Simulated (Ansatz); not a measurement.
# AlAsH+ (triplet): wave-function methods side by side, cc-pVDZ

The task here is to estimate one member of a computed series from the others.

Computed with Ansatz 0.2.0, Gaussian basis. Level: cc-pVDZ, core rule «outside noble gas», up to 19 orbitals frozen.

The runs, in order: UHF; CCSD(T) on ROHF; CCSD(T) on UHF; BCCD(T) on ROHF; CISD; CCSDT(Q) on ROHF; CCSDT(Q) on UHF; CCSDTQ on ROHF; CCSDTQ on UHF.

15 further runs of the same task are left out: 10 for a known fault of the program, 5 set aside as unsound or not needed.

### The geometry

The geometry is a PBE0/def2-TZVP stationary point (not a proven minimum) of the parent state, kept for this charge and spin. No spin-orbit coupling is included. The filled d shell of As may be among the frozen orbitals whatever the setting's name suggests; the logs give the count.

3 atoms, charge 1, spin multiplicity 3.

Atoms are counted from 1 here; the program's logs count them from 0.

Bond lengths: Al1–As2 2.506 Å, As2–H3 1.536 Å. Angles: Al1–As2–H3 97.9°.

Geometry (Å):

```xyz
3
AlAsH
Al    0.0000    0.0294    1.8508
As    0.0000   -0.0306   -0.6544
H     0.0000    1.4853   -0.9022
```

The first run:

File in.yaml:

```yaml
crystal:
  periodic: [false, false, false]
  atoms:
    - {symbol: Al, position_ang: [0.000000, 0.029431, 1.850804]}
    - {symbol: As, position_ang: [0.000000, -0.030581, -0.654394]}
    - {symbol: H, position_ang: [0.000000, 1.485283, -0.902155]}
basis:
  gaussian: {orbitals: cc-pVDZ}
total_charge: 1
magnetization: {spin_polarized: true, initial_magnetization: 2}
hamiltonian: {xc: hf}
output: {orbitals: {seedname: orbitals}}
```

The run is started by

```bash
$ ansatz run in.yaml --threads 1 --pin off --events-out ev --progress --plain --max-ram 4096MiB --backend cpu
```

Steps of the session up to this table: UHF; CCSD(T) on ROHF; CCSD(T) on UHF; BCCD(T) on ROHF; CISD; CCSDT(Q) on ROHF; CCSDT(Q) on UHF; CCSDTQ on ROHF; CCSDTQ on UHF.

One table of the session follows, with a row left open; its other results are not shown here.

```
   method  from UCCSDTQ (meV)
     ROHF                   ?
      UHF             +3965.2
     RMP2              +965.8
     UMP2             +1014.1
     CISD              +410.3
    RCCSD              +166.3
    UCCSD              +151.5
 RCCSD(T)               +40.4
 UCCSD(T)               +35.9
  BCCD(T)               +41.4
   RCCSDT               +13.3
   UCCSDT                +7.1
RCCSDT(Q)                +6.3
UCCSDT(Q)                +0.4
  RCCSDTQ                +5.5
  UCCSDTQ                   0
```

**Question.** Estimate the row for ROHF.

The run gave: from UCCSDTQ (meV): +4267.1. In the column «from UCCSDTQ (meV)» it is the highest.

Some runs used a GPU and others CPU threads alone; cost is compared among the CPU runs only.

Among the levels timed on like hardware, those that no quicker one beats, quickest first: CISD (1.7 s, +410.3 meV); BCCD(T) (3.4 s, +41.4 meV); UCCSD(T) (3.7 s, +35.9 meV); UCCSDT(Q) (10 s, +0.4 meV).

To keep in mind: Restricted and unrestricted rows rest on different reference determinants; where their highest levels disagree by more than a few hundredths of an eV, they describe different states and don't form one ladder.
